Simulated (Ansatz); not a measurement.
Born–Oppenheimer molecular dynamics of a periodic cell of 12 atoms, CoSi$_{2}$ (start crystal CoSi2, start structure Fm-3m, volume 1.05 times the crystal's). It starts from a structure without forces on its atoms.

Method: DFT PBEsol, scalar-relativistic, plane waves, PAW (Ansatz 0.2.0). Settings: accuracy low, PAW set soft_1, cutoff 420 eV, k mesh 3x3x3, fermi-dirac smearing 0.3 eV, no spin polarisation.

```yaml
ensemble: NVT, Nosé–Hoover chain
time_step: 1.5 fs
steps_asked: 220
set_temperature: 3500 K
thermostat: time constant 200 fs, chain length 1
seed: 217475
```

Frames 7.5 fs apart, positions in Å.

Velocities at 150 fs (Å/ps):

```
Co 1.56 2.51 -9.75
Si 1.62 1.25 -1.96
Si 10.52 4.53 6.87
Co 0.89 1.56 0.74
Si -11.02 2.28 3.60
Si -2.48 3.16 1.63
Co -7.51 -9.07 5.00
Si 4.51 -5.25 17.86
Si 1.60 2.75 -9.07
Co -1.67 2.16 -3.56
Si 5.06 6.75 -8.91
Si 4.32 -9.53 5.85
```

```xyz
12
Lattice="5.4530 0.0000 0.0000 0.0000 5.4530 0.0000 0.0000 0.0000 5.4530" Properties=species:S:1:pos:R:3 time_fs=150 energy_less_start_eV=3.203 T=1750
Co 0.096 -0.190 -0.204
Si 1.363 1.139 1.067
Si 3.999 3.993 4.308
Co 2.660 2.932 0.193
Si 3.866 4.273 1.548
Si 1.437 1.470 4.037
Co 2.828 0.097 3.111
Si 4.104 1.537 4.180
Si 1.413 4.344 1.509
Co 0.051 2.665 2.417
Si 1.178 3.704 3.887
Si 4.072 1.246 1.143
12
Lattice="5.4530 0.0000 0.0000 0.0000 5.4530 0.0000 0.0000 0.0000 5.4530" Properties=species:S:1:pos:R:3 time_fs=157.5 energy_less_start_eV=3.255 T=1762
Co 0.108 -0.167 -0.275
Si 1.373 1.171 1.067
Si 4.080 4.030 4.346
Co 2.663 2.936 0.196
Si 3.800 4.280 1.574
Si 1.412 1.483 4.050
Co 2.769 0.024 3.141
Si 4.140 1.494 4.304
Si 1.418 4.348 1.440
Co 0.034 2.678 2.389
Si 1.223 3.785 3.835
Si 4.108 1.182 1.201
12
Lattice="5.4530 0.0000 0.0000 0.0000 5.4530 0.0000 0.0000 0.0000 5.4530" Properties=species:S:1:pos:R:3 time_fs=165 energy_less_start_eV=3.325 T=1764
Co 0.127 -0.130 -0.336
Si 1.379 1.241 1.098
Si 4.152 4.060 4.351
Co 2.664 2.925 0.194
Si 3.775 4.261 1.599
Si 1.379 1.485 4.058
Co 2.708 -0.052 3.159
Si 4.172 1.448 4.394
Si 1.405 4.324 1.371
Co 0.012 2.685 2.361
Si 1.281 3.906 3.810
Si 4.147 1.136 1.290
12
Lattice="5.4530 0.0000 0.0000 0.0000 5.4530 0.0000 0.0000 0.0000 5.4530" Properties=species:S:1:pos:R:3 time_fs=172.5 energy_less_start_eV=3.647 T=1590
Co 0.159 -0.077 -0.378
Si 1.379 1.332 1.156
Si 4.197 4.064 4.323
Co 2.669 2.901 0.183
Si 3.790 4.215 1.623
Si 1.344 1.493 4.055
Co 2.652 -0.118 3.164
Si 4.186 1.408 4.441
Si 1.369 4.283 1.305
Co -0.013 2.691 2.341
Si 1.334 4.022 3.807
Si 4.185 1.112 1.401
12
Lattice="5.4530 0.0000 0.0000 0.0000 5.4530 0.0000 0.0000 0.0000 5.4530" Properties=species:S:1:pos:R:3 time_fs=180 energy_less_start_eV=3.811 T=1525
Co 0.204 -0.013 -0.392
Si 1.376 1.423 1.234
Si 4.216 4.040 4.264
Co 2.680 2.865 0.160
Si 3.835 4.145 1.645
Si 1.317 1.520 4.038
Co 2.618 -0.157 3.149
Si 4.171 1.385 4.446
Si 1.314 4.235 1.245
Co -0.038 2.700 2.338
Si 1.348 4.079 3.835
Si 4.212 1.104 1.519
12
Lattice="5.4530 0.0000 0.0000 0.0000 5.4530 0.0000 0.0000 0.0000 5.4530" Properties=species:S:1:pos:R:3 time_fs=187.5 energy_less_start_eV=3.247 T=1978
Co 0.253 0.055 -0.378
Si 1.376 1.498 1.319
Si 4.217 3.998 4.188
Co 2.702 2.822 0.127
Si 3.892 4.065 1.657
Si 1.304 1.569 4.007
Co 2.615 -0.156 3.107
Si 4.125 1.378 4.417
Si 1.251 4.187 1.196
Co -0.059 2.716 2.359
Si 1.305 4.048 3.897
Si 4.219 1.101 1.629
12
Lattice="5.4530 0.0000 0.0000 0.0000 5.4530 0.0000 0.0000 0.0000 5.4530" Properties=species:S:1:pos:R:3 time_fs=195 energy_less_start_eV=2.944 T=2266
Co 0.299 0.123 -0.339
Si 1.388 1.543 1.399
Si 4.207 3.953 4.109
Co 2.732 2.775 0.085
Si 3.936 3.992 1.649
Si 1.307 1.629 3.965
Co 2.635 -0.126 3.045
Si 4.057 1.379 4.362
Si 1.193 4.142 1.161
Co -0.076 2.738 2.410
Si 1.233 3.958 3.980
Si 4.200 1.095 1.717
12
Lattice="5.4530 0.0000 0.0000 0.0000 5.4530 0.0000 0.0000 0.0000 5.4530" Properties=species:S:1:pos:R:3 time_fs=202.5 energy_less_start_eV=3.282 T=2109
Co 0.337 0.189 -0.282
Si 1.416 1.553 1.463
Si 4.184 3.920 4.040
Co 2.765 2.728 0.039
Si 3.949 3.942 1.607
Si 1.324 1.672 3.922
Co 2.662 -0.082 2.971
Si 3.987 1.373 4.291
Si 1.149 4.102 1.143
Co -0.083 2.760 2.490
Si 1.167 3.866 4.065
Si 4.157 1.085 1.774
12
Lattice="5.4530 0.0000 0.0000 0.0000 5.4530 0.0000 0.0000 0.0000 5.4530" Properties=species:S:1:pos:R:3 time_fs=210 energy_less_start_eV=3.546 T=1999
Co 0.363 0.250 -0.214
Si 1.457 1.528 1.504
Si 4.140 3.908 3.994
Co 2.794 2.685 -0.006
Si 3.925 3.919 1.527
Si 1.353 1.663 3.888
Co 2.686 -0.035 2.894
Si 3.934 1.349 4.212
Si 1.125 4.070 1.147
Co -0.081 2.776 2.590
Si 1.125 3.826 4.146
Si 4.104 1.080 1.789
12
Lattice="5.4530 0.0000 0.0000 0.0000 5.4530 0.0000 0.0000 0.0000 5.4530" Properties=species:S:1:pos:R:3 time_fs=217.5 energy_less_start_eV=3.340 T=2224
Co 0.376 0.306 -0.138
Si 1.500 1.475 1.516
Si 4.070 3.923 3.975
Co 2.813 2.648 -0.045
Si 3.882 3.917 1.423
Si 1.392 1.595 3.870
Co 2.699 0.004 2.820
Si 3.915 1.306 4.139
Si 1.121 4.047 1.176
Co -0.074 2.782 2.693
Si 1.111 3.855 4.225
Si 4.064 1.093 1.747
12
Lattice="5.4530 0.0000 0.0000 0.0000 5.4530 0.0000 0.0000 0.0000 5.4530" Properties=species:S:1:pos:R:3 time_fs=225 energy_less_start_eV=2.851 T=2663
Co 0.372 0.354 -0.054
Si 1.533 1.411 1.499
Si 3.977 3.965 3.979
Co 2.819 2.613 -0.078
Si 3.841 3.928 1.314
Si 1.434 1.491 3.874
Co 2.697 0.024 2.750
Si 3.936 1.249 4.078
Si 1.135 4.033 1.232
Co -0.066 2.779 2.788
Si 1.123 3.934 4.296
Si 4.058 1.136 1.640
12
Lattice="5.4530 0.0000 0.0000 0.0000 5.4530 0.0000 0.0000 0.0000 5.4530" Properties=species:S:1:pos:R:3 time_fs=232.5 energy_less_start_eV=2.484 T=3035
Co 0.347 0.391 0.034
Si 1.548 1.353 1.461
Si 3.877 4.022 3.995
Co 2.810 2.578 -0.105
Si 3.818 3.953 1.220
Si 1.470 1.378 3.897
Co 2.685 0.020 2.682
Si 3.997 1.190 4.034
Si 1.163 4.026 1.313
Co -0.057 2.770 2.873
Si 1.155 4.038 4.346
Si 4.087 1.209 1.479
```

Of the whole run (330 fs, mean temperature of the second half 2459 K): The conserved energy stayed within 0.61 meV per atom of its start (net change 0.58 meV per atom), so the integration is sound. The mean temperature of the second half is 30 % below the set value. A run of 0.33 ps of so small a system gives no equilibrium averages. Spin polarisation was left off. Limits of this set-up: coarse k mesh, magnetic elements without spin, PAW files made for another functional, low accuracy level.

The run took 21 min on 2 threads of Arm Neoverse V1, with other jobs on the host, peak memory 0.59 GiB.
